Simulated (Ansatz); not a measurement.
This script drives Ansatz's Python interface.

Script `c2h3osi.py`:
```python
"""Potential curve of C2H3OSi along one bond."""

import ansatz as az
import numpy as np

GEOMETRY = """
C     0.89910   -2.75090    0.90190
C     0.48130   -1.23670    0.58590
Si    0.00450    0.54290    0.16430
O    -1.11270    0.69020   -0.94350
H     1.21610    1.23590   -0.40660
H    -0.37170    1.29390    1.39720
H    -1.05530    0.15680   -1.74500
"""


def main() -> None:
    c2h3osi = az.Crystal.molecule()
    for line in GEOMETRY.strip().splitlines():
        symbol, *xyz = line.split()
        c2h3osi = c2h3osi.atom(symbol, [float(v) for v in xyz])

    symbols = [site.symbol for site in c2h3osi.cartesian_sites]
    start = np.array([site.position_ang for site in c2h3osi.cartesian_sites])
    axis = (start[3] - start[2]) / np.linalg.norm(start[3] - start[2])
    moving = [3, 6]
    lengths, energies = [1.391, 1.454, 1.517, 1.58, 1.643, 1.707, 1.77, 1.865], []
    for length in lengths:
        xyz = start.copy()
        xyz[moving] += (length - np.linalg.norm(start[3] - start[2])) * axis
        point = az.Crystal.molecule()
        for symbol, place in zip(symbols, xyz):
            point = point.atom(symbol, place.tolist())
        base = (
            point.calculation()
            .basis(gaussian="def2-SVP")
            .functional("pbe0")
            .spin("collinear", total=1)
            .scf(lower_state_search="light")
        )
        data = base.run(threads=1).report
        energies.append(data["free_energy_ev"])
        print(f"r = {length:6.3f} A  E = {energies[-1]:.5f} eV  <S^2> = {abs(data['mean_field']['state']['spin_squared']):.3f}")

    # quartic fit about the minimum
    fit = np.polynomial.Polynomial.fit(lengths, np.array(energies) - min(energies), 4).convert()
    roots = [r.real for r in fit.deriv().roots() if abs(r.imag) < 1e-9 and fit.deriv(2)(r.real) > 0]
    r_e = min(roots, key=lambda r: abs(r - lengths[int(np.argmin(energies))]))
    print(f"minimum of the fit at {r_e:.4f} A, force constant {fit.deriv(2)(r_e):.2f} eV/A^2")


if __name__ == "__main__":
    main()
```

It is started by `python c2h3osi.py`. How long does it take on 1 thread of Arm Neoverse V1, with other jobs on the host, and how much memory does it need?

It took about 92 s, with a peak of 0.25 GiB, for 8 runs of the engine.

```console
$ python c2h3osi.py
r =  1.391 A  E = -12025.30320 eV  <S^2> = 0.767
r =  1.454 A  E = -12026.22344 eV  <S^2> = 0.767
r =  1.517 A  E = -12026.78332 eV  <S^2> = 0.767
r =  1.580 A  E = -12027.07891 eV  <S^2> = 0.768
r =  1.643 A  E = -12027.18165 eV  <S^2> = 0.768
r =  1.707 A  E = -12027.14323 eV  <S^2> = 0.768
r =  1.770 A  E = -12027.00508 eV  <S^2> = 0.768
r =  1.865 A  E = -12026.67244 eV  <S^2> = 0.768
minimum of the fit at 1.6542 A, force constant 32.33 eV/A^2
```

What to keep in mind:
- The settings weren't tested for convergence.
- The rest of the molecule is held rigid at a force-field or estimated start geometry, and the basis set is modest; single-reference methods fail as a bond breaks.
- The species is open-shell (spin multiplicity 2).
